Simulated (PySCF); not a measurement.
# F3H3HfN (Hf(F)3(NH3)+): the cost of one run

The runs use PySCF 2.14.0; PBE0, Hf def2-SVP with ECP60, F def2-SVP, N def2-SVP, H def2-SVP; scalar-relativistic core potentials, no spin–orbit coupling.

1 further run of the same task is left out (for a known fault of the program).

## Step 1: Where the work starts

8 atoms, charge 1, spin multiplicity 1.

Bond lengths: Hf1–F2 1.858 Å, Hf1–F3 1.858 Å, Hf1–F4 1.858 Å, Hf1–N5 2.240 Å, N5–H6 1.020 Å, N5–H7 1.020 Å, N5–H8 1.020 Å. Angles: F2–Hf1–F3 109.5°, F2–Hf1–F4 109.5°, F2–Hf1–N5 109.5°, F3–Hf1–F4 109.5°, F3–Hf1–N5 109.5°, F4–Hf1–N5 109.5°, Hf1–N5–H6 113.0°, Hf1–N5–H7 113.0°, Hf1–N5–H8 113.0°, H6–N5–H7 105.8°, H6–N5–H8 105.8°, H7–N5–H8 105.8°.

Coordinates:

| atom | x (Å) | y (Å) | z (Å) |
| --- | --- | --- | --- |
| Hf1 | 0.0000 | 0.0000 | 0.0000 |
| F2 | 1.0725 | 1.0725 | 1.0725 |
| F3 | -1.0725 | -1.0725 | 1.0725 |
| F4 | 1.0725 | -1.0725 | -1.0725 |
| N5 | -1.2933 | 1.2933 | -1.2933 |
| H6 | -1.9064 | 1.9064 | -0.7562 |
| H7 | -0.7562 | 1.9064 | -1.9064 |
| H8 | -1.9064 | 0.7562 | -1.9064 |

Formal oxidation states: Hf +4.

## Step 2: SCF at the start, singlet

The input, run.py (the lines that set the calculation):

```python
mol = gto.M(atom='''
Hf     0.00000     0.00000     0.00000
F      1.07250     1.07250     1.07250
F     -1.07250    -1.07250     1.07250
F      1.07250    -1.07250    -1.07250
N     -1.29330     1.29330    -1.29330
H     -1.90640     1.90640    -0.75620
H     -0.75620     1.90640    -1.90640
H     -1.90640     0.75620    -1.90640''',
    basis={'Hf': 'def2-SVP', 'F': 'def2-SVP', 'N': 'def2-SVP', 'H': 'def2-SVP'},
    ecp={'Hf': 'def2-SVP'},
    charge=1, spin=0)
mf = dft.RKS(mol, xc='PBE0')
mf.grids.atom_grid = (50, 194)
mf = mf.density_fit()  # fitting sets: Hf def2-universal-JKFIT, F def2-universal-JKFIT, N def2-universal-JKFIT, H def2-universal-JKFIT
mf.conv_tol = 1e-08; mf.max_cycle = 55
mf.kernel(dm0)  # dm0: free metal ions and neutral atoms
```

Run with:

```
$ OMP_NUM_THREADS=2 python run.py
```

What time and memory should one allow on 2 threads of Arm Neoverse V2, shared host?

About 5.1 s, with a peak of 0.52 GiB.
